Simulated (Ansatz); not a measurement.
**ClH4NSSi: up Jacob's ladder to CCSD(T)**

One table from this session's results is given with a row withheld; the runs are named, their logs left out.

Program: Ansatz 0.2.0, Gaussian basis. Level of theory: functionals in def2-TZVPP, the program's frozen cores in correlated methods. These are calculated values, not measurements.

Levels to be run: LDA (SPW92), PBE-D4, revPBE-D4, BLYP-D4, r2SCAN-D4, B97M-V, PBE0-D4, B3LYP-D4, r2SCANh-D4, r2SCAN0-D4, HSE06-D4, BHLYP-D4, CAM-B3LYP-D4, LC-ωPBE, ωB97X-V, ωB97M-V, B2PLYP, PBE-QIDH; CCSD(T)/def2-SVP; CCSD(T)/def2-TZVPP; MP2/def2-QZVPP; extrapolation to the limit; RPA on PBE.

## Structure used throughout

All runs share one geometry, relaxed beforehand with PBE0-D4 in a triple-zeta def2 set.

SMILES `N[SiH](S)Cl`, 8 atoms, charge 0, spin multiplicity 1.

Atoms are counted from 1 here; the program's logs count them from 0.

Bond lengths: N1–Si2 1.694 Å, N1–H5 1.007 Å, N1–H6 1.007 Å, Si2–S3 2.123 Å, Si2–Cl4 2.069 Å, Si2–H7 1.477 Å, S3–H8 1.343 Å. Angles: Si2–N1–H5 120.7°, Si2–N1–H6 121.2°, H5–N1–H6 112.2°, N1–Si2–S3 105.5°, N1–Si2–Cl4 116.2°, N1–Si2–H7 107.7°, S3–Si2–Cl4 107.8°, S3–Si2–H7 115.1°, Cl4–Si2–H7 104.9°, Si2–S3–H8 94.3°.

Set-up of the first run:

The input, in.yaml:

```yaml
crystal:
  periodic: [false, false, false]
  atoms:
    - {symbol: N, position_ang: [-0.390697, 1.346840, 0.136246]}
    - {symbol: Si, position_ang: [0.361134, -0.128210, -0.221276]}
    - {symbol: S, position_ang: [0.079436, -1.340654, 1.498915]}
    - {symbol: Cl, position_ang: [-0.382953, -1.161788, -1.852455]}
    - {symbol: H, position_ang: [-0.138632, 2.186312, -0.359607]}
    - {symbol: H, position_ang: [-1.333984, 1.380522, 0.487700]}
    - {symbol: H, position_ang: [1.769348, 0.156120, -0.562220]}
    - {symbol: H, position_ang: [0.128447, -2.496241, 0.816998]}
basis:
  gaussian: {orbitals: def2-TZVPP}
hamiltonian: {xc: lda}
output: {orbitals: {seedname: orbitals}}
```

The run is started by

```sh
ansatz run in.yaml --threads 2 --pin off --events-out ev --progress --plain --max-ram 4352MiB
```

Steps of the session up to this table: LDA; PBE-D4 (GGA); revPBE-D4 (GGA); BLYP-D4 (GGA); r2SCAN-D4 (meta-GGA); B97M-V (meta-GGA); B3LYP-D4 (hybrid); r2SCANh-D4 (hybrid); r2SCAN0-D4 (hybrid); HSE06-D4 (hybrid); BHLYP-D4 (hybrid); CAM-B3LYP-D4 (range-separated); LC-ωPBE (range-separated); ωB97X-V (range-separated); ωB97M-V (range-separated); B2PLYP (double hybrid); PBE-QIDH (double hybrid).

One of the session's tables, all rows but one given; the rest of the session is left out.

It belongs to the step «Orbital energies across the functionals». 

```
  functional  HOMO (eV)  gap (eV)
 LDA (SPW92)      -6.57      5.55
      PBE-D4      -6.45      5.62
   revPBE-D4      -6.41      5.65
     BLYP-D4      -6.28      5.55
   r2SCAN-D4      -6.76      6.23
      B97M-V      -6.85      6.24
     PBE0-D4      -7.71      7.79
    B3LYP-D4      -7.44      7.29
  r2SCANh-D4      -7.21      7.02
  r2SCAN0-D4      -7.90      8.19
    HSE06-D4      -7.30      7.01
    BHLYP-D4      -8.79      9.79
CAM-B3LYP-D4      -9.03     10.15
     LC-ωPBE     -10.46     12.80
     ωB97X-V          ?         ?
     ωB97M-V      -9.91     11.79
```

Q: Estimate the row for ωB97X-V from the others.

**Answer.** HOMO (eV): -10.09; gap (eV): 12.27. In the column «HOMO (eV)» it lies between LC-ωPBE (-10.46) and ωB97M-V (-9.91).
